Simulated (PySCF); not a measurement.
**BeAl+: bond curves at several levels of theory**

One job finds the state of BeAl+, follows it along the bond with each method and fits the curves.

Method: Be def2-TZVP, Al def2-TZVP, no relativity; program: PySCF 2.14.0.

## (1) Input

Settings of the job:

```
atoms                         : Be, Al
charge                        : 1
basis                         : Be def2-TZVP, Al def2-TZVP
Hamiltonian                   : no relativity
basis functions               : 56
electrons treated             : 16
masses in u                   : 9.0122, 26.9815
levels                        : PBE0, PBE, r²SCAN, r²SCAN0, MN15, B97-3, LC-ωPBE, HF, MP2, SCS-MP2, CCSD, CCSD(T)
grid                          : 80 radial by 434 angular points
occupations                   : held fixed by the projection of orbital angular momentum
dissociation limit            : Be + Al+, each in its ground configuration
starting distance in angstrom : 2.255
values of 2S to try           : 0, 2
```

The run is started by

```sh
OMP_NUM_THREADS=1 python dia.py task.json out
```

After this run come: PBE0 along the bond; Higher solutions at PBE0; PBE; r²SCAN; r²SCAN0 (hybrid meta-GGA); MN15 (hybrid meta-GGA); B97-3 (global hybrid GGA); LC-ωPBE (range-separated hybrid); RHF; MP2 and coupled cluster.

Before running it: what results should come out? Wanted: for each run, Re; ωe; De; μ.

As calculated:

Lowest PBE0 solution found, without spin–orbit coupling: ¹Σ⁺ (singlet), closed shell. State 2 has its PBE0 minimum 1.49 eV higher. The other levels ran on the lowest alone.

| level | Re (Å) | ωe (cm⁻¹) | De (eV) | μ (D) |
| --- | --- | --- | --- | --- |
| RHF | 3.027 | 194.4 | 0.405 | -1.58 |
| RHF-MP2 | 2.871 | 240.7 | 0.58 | n/a |
| RHF-SCS-MP2 | 2.894 | 231.1 | 0.53 | n/a |
| RHF-CCSD | 2.869 | 232.0 | 0.483 | n/a |
| RHF-CCSD(T) | 2.841 | 243.2 | 0.53 | n/a |
| PBE | 2.782 | 270.4 | 0.89 | -2.15 |
| r²SCAN | 2.786 | 273.6 | 0.87 | -2.32 |
| PBE0 | 2.797 | 268.9 | 0.81 | -2.21 |
| r²SCAN0 | 2.805 | 267.6 | 0.80 | -2.29 |
| B97-3 | 2.823 | 256.3 | 0.73 | -2.07 |
| MN15 | 2.903 | 216.7 | 0.65 | -1.67 |
| LC-ωPBE | 2.829 | 261.6 | 0.67 | -2.25 |

De is counted to Be + Al+ in their ground configurations. A positive dipole points from Be to Al; in an ion it is taken about the centre of mass and does not tell which atom is negative.

Differences from CCSD(T) in the same basis:

| level | Re (mÅ) | ωe (%) |
| --- | --- | --- |
| RHF | +186 | -20.1 |
| RHF-MP2 | +30 | -1.0 |
| RHF-SCS-MP2 | +53 | -5.0 |
| RHF-CCSD | +28 | -4.6 |
| PBE | -59 | +11.2 |
| r²SCAN | -55 | +12.5 |
| PBE0 | -44 | +10.6 |
| r²SCAN0 | -36 | +10.1 |
| B97-3 | -18 | +5.4 |
| MN15 | +62 | -10.9 |
| LC-ωPBE | -12 | +7.6 |

In words: Against CCSD(T) in the same basis, the bond length is nearest at LC-ωPBE (-12 mÅ) and farthest at RHF (+186 mÅ); the wavenumber is nearest at RHF-MP2 (-1.0 %) and farthest at RHF (-20.1 %). Among the levels with a De in the table, it runs from 0.405 eV (RHF) to 0.89 eV (PBE).

Correlated steps freeze 5 core orbitals.
